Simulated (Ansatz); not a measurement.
# Zr (Zirconium): the cost of one run

Computed with Ansatz 0.2.0 (DFT PBEsol, frozen-core PAW, scalar-relativistic unless said, unless a step's input says otherwise).

1 further run of the same task is left out (it didn't finish).

## (1) The system as given

It takes space group P6_3/mmc (No. 194, hexagonal). The conventional cell has a = 3.232 Å, b = 3.232 Å, c = 5.147 Å, α = 90.00°, β = 90.00°, γ = 120.00°. Zr (site symmetry -6m2) has 12 Zr at 3.18 to 3.23 Å as nearest neighbours.

Coordinates:

```cif
data_structure
_symmetry_space_group_name_H-M 'P6_3/mmc'
_symmetry_Int_Tables_number 194
_cell_length_a 3.2320
_cell_length_b 3.2320
_cell_length_c 5.1470
_cell_angle_alpha 90.000
_cell_angle_beta 90.000
_cell_angle_gamma 120.000
_cell_volume 46.56
loop_
_atom_site_label
_atom_site_type_symbol
_atom_site_symmetry_multiplicity
_atom_site_Wyckoff_symbol
_atom_site_fract_x
_atom_site_fract_y
_atom_site_fract_z
_atom_site_occupancy
Zr1 Zr 2 c 0.33333 0.66667 0.25000 1
```

Cartesian axes are those of the input's lattice vectors. The structure goes back to a database entry.

## (2) Cell and atoms relaxed, PAW

Input file input.yaml:

```yaml
crystal:
  lattice:
    - [3.23199999999, 0.0, 0.0]
    - [-1.61599999999, 2.79899410502, 0.0]
    - [0.0, 0.0, 5.147]
  atoms:
    - { symbol: Zr, position: [0.333333333333, 0.666666666667, 0.25] }
    - { symbol: Zr, position: [0.666666666667, 0.333333333333, 0.75] }
kpoints:
  mp_grid: { grid: [16, 16, 8] }
scf:
  occupations: { method: fermi_dirac, width: 0.08 }
hamiltonian:
  xc: pbesol
  pseudopotentials: { kind: paw }
relax:
  f_tol: 0.002
  max_steps: 80
  cell: {}
output:
  forces: true
  stress: true
```

The run is started by

```console
$ ansatz run input.yaml --threads 1 --pin off --max-ram 2048MiB --backend cpu --events-out ev --progress --plain --runs-dir out
```

What time and memory should one allow on 1 thread of Intel Xeon 6975P-C (Granite Rapids), shared host?

About 13 s, with a peak of 0.45 GiB.
